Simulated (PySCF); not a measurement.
# C4H9BNO−: NMR shifts

Wanted: the NMR shifts of C4H9BNO− (`N[B@@H-](O)[C@H]1C=CC1`), by calculation.

Programs: PySCF 2.14.0, with density-fitted response routines of our own. Each step states its level of theory. These are calculated values for one molecule in the gas phase, unless marked as measured. Atoms are numbered from 0 throughout.

**1. The molecule as given**

16 atoms, charge -1, multiplicity 1; geometry from: GFN2-xTB.

Bonds of the start (Å): N0–B1 1.55, B1–O2 1.48, B1–C3 1.71, C3–C4 1.49, C4–C5 1.33, C5–C6 1.50, C6–C3 1.56, N0–H7 1.02, N0–H8 1.01, B1–H9 1.21, O2–H10 0.96, C3–H11 1.10, C4–H12 1.08, C5–H13 1.08, C6–H14 1.09, C6–H15 1.09.

**2. NMR shieldings: PBE0/pcSseg-1**

The job: settings as JSON, then the geometry in Å.

```
{"job": {"kind": "nmr", "xc": "PBE0", "basis": "pcSseg-1"}, "charge": -1, "multiplicity": 1}
N     -2.184835     0.262549    -0.845329
B     -1.068226     0.682089     0.149484
O     -1.604896     0.738153     1.530054
C      0.180903    -0.480507     0.091399
C      1.086011    -0.436642    -1.087490
C      2.170633    -0.102996    -0.385206
C      1.451073    -0.163541     0.930952
H     -2.436057    -0.714825    -0.712019
H     -1.841220     0.333353    -1.796945
H     -0.640503     1.773038    -0.145052
H     -2.139628    -0.045218     1.655484
H     -0.239626    -1.474510     0.299492
H      0.905682    -0.564035    -2.147934
H      3.184162     0.185587    -0.638173
H      1.395461     0.773770     1.483172
H      1.773465    -0.962080     1.606700
```

Level: GIAO PBE0/pcSseg-1 NMR shielding, non-relativistic, gas phase.

What will the session give for the following? 13C shifts against TMS (PBE0/pcSseg-1); 1H shifts against TMS (PBE0/pcSseg-1, means over atoms taken as alike); 15N shifts against NH3 (PBE0/pcSseg-1); 11B shifts against BF3·OEt2 (PBE0/pcSseg-1); 17O shifts against H2O (PBE0/pcSseg-1). Wanted: 13C shifts against TMS; 1H shifts against TMS; 15N shifts against NH3; 11B shifts against BF3·OEt2; 17O shifts against H2O.

As calculated:

| quantity | value |
| --- | --- |
| 13C shifts against TMS (PBE0/pcSseg-1) | 159.6, 128.9, 61.3, 37.5 ppm |
| 1H shifts against TMS (PBE0/pcSseg-1, means over atoms taken as alike) | 6.55, 5.92, 2.50, 2.36, 2.19, 0.65, -1.48, -2.55 ppm |
| 15N shifts against NH3 (PBE0/pcSseg-1) | 42.4 ppm |
| 11B shifts against BF3·OEt2 (PBE0/pcSseg-1) | -2.0 ppm |
| 17O shifts against H2O (PBE0/pcSseg-1) | 52.7 ppm |

At PBE0/pcSseg-1: The widest tensor belongs to C4: span 223 ppm, with a paramagnetic part of -226 ppm.
